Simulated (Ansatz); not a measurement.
This was printed by a script on Ansatz 0.2.0, Python API, for a ladder of methods at one geometry of CH6NSSb, SMILES [NH2][SbH][CH2]S. What did the script look like? Level of theory (for the species named): MP2, def2-SVP basis, multiplicity 1. The script varies method: mp2, ccsd, ccsd_t.

The script reads `ch6nssb.xyz`:
```text
10

N    -1.77650    0.81650   -0.46910
Sb    0.25660    0.99370   -0.58970
C     0.46420   -0.82840    0.53400
S     2.28420   -1.40460    0.41180
H    -2.20440    1.57100   -1.15540
H    -2.09580    1.17690    0.48100
H     0.32750    0.12000   -2.10950
H    -0.14840   -1.58700    0.13680
H     0.25190   -0.62340    1.65460
H     2.72370   -0.28590    1.10850
```

Running `python methods.py` prints:
```text
Hartree-Fock reference -732.339228 Ha
mp2      total -732.918337 Ha  correlation  -15.7584 eV  (88.8 % of the last)
ccsd     total -732.971119 Ha  correlation  -17.1946 eV  (96.9 % of the last)
ccsd_t   total -732.991477 Ha  correlation  -17.7486 eV  (100.0 % of the last)
```

One script that gives this output:

`methods.py`
```python
# -*- coding: utf-8 -*-
"""One geometry of CH6NSSb, method by method."""

import ansatz as az

BASIS_SET = "def2-SVP"


def main():
    ch6nssb = az.Crystal.molecule_from_extxyz("ch6nssb.xyz")

    base = (
        ch6nssb.calculation()
        .basis(gaussian=BASIS_SET)
        .scf(lower_state_search="standard")
    )

    methods = ["mp2", "ccsd", "ccsd_t"]
    reports = [base.correlation(m).run(threads=1, pin="off").report for m in methods]
    print(f"Hartree-Fock reference {reports[0]['reference_energy_ev'] / 27.211386246:.6f} Ha")
    best = reports[-1]["free_energy_ev"] - reports[-1]["reference_energy_ev"]
    for method, each in zip(methods, reports):
        gained = each["free_energy_ev"] - each["reference_energy_ev"]
        print(f"{method:8s} total {each['free_energy_ev'] / 27.211386246:.6f} Ha  correlation {gained:9.4f} eV  ({100 * gained / best:.1f} % of the last)")


if __name__ == "__main__":
    main()
```

Reading the output:
- These settings explore the input space; basis and method may be short of convergence.
- The geometry is a force-field or estimated start, not a minimum of this method, and the basis set is short of its limit. A lower total doesn't mark the better method: functionals have no common bound, and MP2 and coupled cluster aren't variational.
- def2 sets replace the cores of elements past krypton by effective core potentials.
- Inner cores stay frozen; a filled d shell under the valence of the heavier atoms is correlated with it.
- Wall time of the script: 36 s on 1 thread of Arm Neoverse V1, on a shared host, peak memory 0.54 GiB.
